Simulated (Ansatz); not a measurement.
# BF2H3OS: the cost of one run

All numbers below are computed with Ansatz 0.2.0 (RHF/def2-SVP).

## 1. The system as given

Bond lengths: B1–F2 1.670 Å, B1–F3 1.320 Å, B1–O4 1.410 Å, O4–H5 1.010 Å, B1–S6 2.190 Å, S6–H7 1.400 Å, S6–H8 1.401 Å. Angles: F2–B1–F3 120.0°, F2–B1–O4 120.0°, F2–B1–S6 71.6°, F3–B1–O4 120.0°, F3–B1–S6 96.8°, O4–B1–S6 101.3°, B1–O4–H5 109.5°, B1–S6–H7 109.5°, B1–S6–H8 62.2°, H7–S6–H8 53.0°.

Coordinates:

```xyz
8

B     0.0000    0.0000    0.0000
F     0.0000    0.0000    1.6700
F     1.1431    0.0000   -0.6600
O    -1.2211    0.0000   -0.7050
H    -1.7308   -0.8467   -0.4965
S     0.0982    2.0760    0.6906
H     0.6507    2.1151    1.9763
H     0.0504    1.0663    1.6601
```

## 2. A restrained relaxation towards end A

Springs on the bonds that form and break draw the guess towards this end; the thresholds are loose.

Contents of input.yaml:

```yaml
crystal:
  periodic: [false, false, false]
  atoms:
    - { symbol: B, position_ang: [0.0, 0.0, 0.0] }
    - { symbol: F, position_ang: [0.0, 0.0, 1.67] }
    - { symbol: F, position_ang: [1.1431, 0.0, -0.66] }
    - { symbol: O, position_ang: [-1.2211, 0.0, -0.705] }
    - { symbol: H, position_ang: [-1.7308, -0.8467, -0.4965] }
    - { symbol: S, position_ang: [0.0982, 2.076, 0.6906] }
    - { symbol: H, position_ang: [0.6507, 2.1151, 1.9763] }
    - { symbol: H, position_ang: [0.0504, 1.0663, 1.6601] }
basis:
  gaussian: { orbitals: def2-SVP }
hamiltonian:
  xc: hf
relax:
  f_tol: 0.15
  max_steps: 25
  restrain:
    - { distance: [0, 5], at: 3.09, k: 30.0 }
    - { distance: [7, 1], at: 2.12, k: 30.0 }
    - { distance: [0, 1], at: 1.32, k: 30.0 }
    - { distance: [7, 5], at: 1.4, k: 30.0 }
```

Command:

```
$ ansatz run input.yaml --threads 1 --pin off --max-ram 2048MiB --backend cpu --events-out ev --progress --plain --runs-dir out
```

**Question.** How long does this run take on 1 thread of Arm Neoverse V1, shared host, and how much memory does it need?

About 28 s, with a peak of 0.16 GiB.
